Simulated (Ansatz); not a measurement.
# C₃H₅B: one species, many methods

An exercise on one series of results from a longer session: the logs are not shown, and one member is left open.

Method: functionals in def2-TZVPP, the program's frozen cores in correlated methods; program: Ansatz 0.2.0, Gaussian basis.

Levels to be run: LDA (SPW92), PBE-D4, revPBE-D4, BLYP-D4, r2SCAN-D4, B97M-V, PBE0-D4, B3LYP-D4, r2SCANh-D4, r2SCAN0-D4, HSE06-D4, BHLYP-D4, CAM-B3LYP-D4, LC-ωPBE, ωB97X-V, ωB97M-V, B2PLYP, PBE-QIDH; CCSD(T)/def2-SVP; CCSD(T)/def2-TZVPP; MP2/def2-QZVPP; extrapolation to the limit; RPA on PBE.

### Structure used throughout

All runs share one geometry, relaxed beforehand with PBE0-D4 in a triple-zeta def2 set.

SMILES `BCC#C`, 9 atoms, charge 0, spin multiplicity 1.

Atoms are counted from 1 here; the program's logs count them from 0.

Bond lengths: B1–C2 1.562 Å, B1–H5 1.197 Å, B1–H6 1.194 Å, C2–C3 1.448 Å, C2–H7 1.101 Å, C2–H8 1.101 Å, C3–C4 1.201 Å, C4–H9 1.064 Å. Angles: C2–B1–H5 117.7°, C2–B1–H6 122.4°, H5–B1–H6 119.9°, B1–C2–C3 118.0°, B1–C2–H7 106.7°, B1–C2–H8 106.9°, C3–C2–H7 110.5°, C3–C2–H8 110.6°, H7–C2–H8 102.9°, C2–C3–C4 179.0°, C3–C4–H9 179.9°.

Set-up of the first run:

Input file in.yaml:

```yaml
crystal:
  periodic: [false, false, false]
  atoms:
    - {symbol: B, position_ang: [-0.396789, 0.893414, -1.155045]}
    - {symbol: C, position_ang: [0.306778, -0.329879, -0.485412]}
    - {symbol: C, position_ang: [0.173479, -0.490161, 0.947704]}
    - {symbol: C, position_ang: [0.051673, -0.606489, 2.136333]}
    - {symbol: H, position_ang: [-0.286199, 1.018212, -2.340233]}
    - {symbol: H, position_ang: [-1.026591, 1.690554, -0.528477]}
    - {symbol: H, position_ang: [1.369212, -0.280574, -0.771511]}
    - {symbol: H, position_ang: [-0.047876, -1.230691, -1.010095]}
    - {symbol: H, position_ang: [-0.055186, -0.710684, 3.189739]}
basis:
  gaussian: {orbitals: def2-TZVPP}
hamiltonian: {xc: lda}
output: {orbitals: {seedname: orbitals}}
```

Run with:

```sh
ansatz run in.yaml --threads 2 --pin off --events-out ev --progress --plain --max-ram 4352MiB
```

Among the steps run: LDA; PBE-D4 (GGA); revPBE-D4 (GGA); BLYP-D4 (GGA); r2SCAN-D4 (meta-GGA); B97M-V (meta-GGA); B3LYP-D4 (hybrid); r2SCANh-D4 (hybrid); r2SCAN0-D4 (hybrid); HSE06-D4 (hybrid); BHLYP-D4 (hybrid); CAM-B3LYP-D4 (range-separated); LC-ωPBE (range-separated); ωB97X-V (range-separated); ωB97M-V (range-separated); B2PLYP (double hybrid); PBE-QIDH (double hybrid).

One of the session's tables, all rows but one given; the rest of the session is left out.

| functional | HOMO (eV) | LUMO (eV) | gap (eV) |
| --- | --- | --- | --- |
| LDA (SPW92) | -6.52 | -2.95 | 3.57 |
| PBE-D4 | -6.35 | -2.67 | 3.69 |
| revPBE-D4 | -6.29 | -2.55 | 3.74 |
| BLYP-D4 | -6.20 | -2.52 | 3.67 |
| r2SCAN-D4 | -6.55 | -2.23 | 4.33 |
| B97M-V | -6.57 | -2.35 | 4.23 |
| PBE0-D4 | -7.56 | -1.61 | 5.95 |
| B3LYP-D4 | -7.33 | -1.85 | 5.47 |
| r2SCANh-D4 | -7.01 | -1.87 | 5.14 |
| r2SCAN0-D4 | -7.70 | -1.35 | 6.35 |
| HSE06-D4 | -7.16 | -1.99 | 5.16 |
| BHLYP-D4 | -8.63 | -0.55 | 8.07 |
| CAM-B3LYP-D4 | -8.93 | -0.51 | 8.42 |
| LC-ωPBE | -10.35 | 0.75 | 11.10 |
| ωB97X-V | ? | ? | ? |
| ωB97M-V | -9.82 | 0.34 | 10.16 |

Q: Estimate the row for ωB97X-V from the others.

**Answer.** HOMO (eV): -9.94; LUMO (eV): 0.63; gap (eV): 10.57. In the column «HOMO (eV)» it lies between LC-ωPBE (-10.35) and ωB97M-V (-9.82).
